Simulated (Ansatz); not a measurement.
# CH₁₀GeN₂Si: a ladder of functionals and wavefunction methods

The task here is to estimate one member of a computed series from the others.

Program: Ansatz 0.2.0, Gaussian basis. Level of theory: functionals in def2-TZVPP, the program's frozen cores in correlated methods. These are calculated values, not measurements.

Plan: PBE-D4, r2SCAN-D4, PBE0-D4, B3LYP-D4, ωB97X-V, ωB97M-V, B2PLYP; CCSD(T)/def2-TZVPP; MP2/def2-QZVPP; extrapolation to the limit.

## Structure used throughout

All runs share one geometry, relaxed beforehand with PBE0-D4 in a triple-zeta def2 set.

15 atoms, charge 0, spin multiplicity 1.

Atoms are counted from 1 here; the program's logs count them from 0.

Bond lengths: C1–Si2 1.869 Å, C1–H6 1.092 Å, C1–H7 1.093 Å, C1–H8 1.094 Å, Si2–N3 1.722 Å, Si2–Ge4 2.390 Å, Si2–H9 1.498 Å, N3–H10 1.010 Å, N3–H11 1.007 Å, Ge4–N5 1.863 Å, Ge4–H12 1.553 Å, Ge4–H13 1.541 Å, N5–H14 1.012 Å, N5–H15 1.012 Å. Angles: Si2–C1–H6 111.1°, Si2–C1–H7 110.6°, Si2–C1–H8 110.7°, H6–C1–H7 108.5°, H6–C1–H8 108.2°, H7–C1–H8 107.6°, C1–Si2–N3 111.2°, C1–Si2–Ge4 113.7°, C1–Si2–H9 106.9°, N3–Si2–Ge4 101.0°, N3–Si2–H9 114.7°, Ge4–Si2–H9 109.5°, Si2–N3–H10 117.1°, Si2–N3–H11 121.9°, H10–N3–H11 111.8°, Si2–Ge4–N5 103.5°, Si2–Ge4–H12 113.8°, Si2–Ge4–H13 114.6° and more.

Set-up of the first run:

Input file in.yaml:

```yaml
crystal:
  periodic: [false, false, false]
  atoms:
    - {symbol: C, position_ang: [2.162925, 0.418325, -0.644154]}
    - {symbol: Si, position_ang: [0.457496, 0.894933, -0.046943]}
    - {symbol: N, position_ang: [0.284736, 0.602507, 1.641601]}
    - {symbol: Ge, position_ang: [-1.286759, -0.480378, -0.929860]}
    - {symbol: N, position_ang: [-2.016739, -1.281798, 0.585487]}
    - {symbol: H, position_ang: [2.369723, -0.634974, -0.443637]}
    - {symbol: H, position_ang: [2.256579, 0.592134, -1.719458]}
    - {symbol: H, position_ang: [2.929032, 1.017425, -0.143501]}
    - {symbol: H, position_ang: [0.231998, 2.316165, -0.462378]}
    - {symbol: H, position_ang: [-0.632439, 0.335551, 1.970460]}
    - {symbol: H, position_ang: [0.786367, 1.141218, 2.329321]}
    - {symbol: H, position_ang: [-0.799526, -1.514714, -1.980501]}
    - {symbol: H, position_ang: [-2.453231, 0.296153, -1.571661]}
    - {symbol: H, position_ang: [-2.898249, -1.745307, 0.408130]}
    - {symbol: H, position_ang: [-1.391893, -1.957242, 1.007114]}
basis:
  gaussian: {orbitals: def2-TZVPP}
hamiltonian: {xc: pbe, dispersion: d4}
output: {forces: true, orbitals: {seedname: orbitals}}
```

Launch:

```
ansatz run in.yaml --threads 2 --pin off --events-out ev --progress --plain --max-ram 32768MiB --backend cuda --devices 0, --max-vram 18GiB
```

Among the steps run: PBE-D4 (GGA); r2SCAN-D4 (meta-GGA); PBE0-D4 (hybrid); B3LYP-D4 (hybrid); ωB97X-V (range-separated); ωB97M-V (range-separated); B2PLYP (double hybrid); CCSD(T) in def2-TZVPP; MP2 in def2-QZVPP.

One of the session's tables, all rows but one given; the rest of the session is left out.

```
            method  atomisation energy (kJ/mol)
            PBE-D4                       5029.3
         r2SCAN-D4                       4973.0
           PBE0-D4                       4964.2
          B3LYP-D4                       4997.5
           ωB97X-V                       5021.7
           ωB97M-V                       4996.8
            B2PLYP                            ?
     HF/def2-TZVPP                       3543.8
    MP2/def2-TZVPP                       4873.9
   CCSD/def2-TZVPP                       4801.3
CCSD(T)/def2-TZVPP                       4865.1
           MP2/CBS                       5009.9
       CCSD(T)/CBS                       5001.1
```

**Question.** Estimate the row for B2PLYP.

The run gave: atomisation energy (kJ/mol): 4928.1. In the column «atomisation energy (kJ/mol)» it lies between MP2/def2-TZVPP (4873.9) and PBE0-D4 (4964.2).
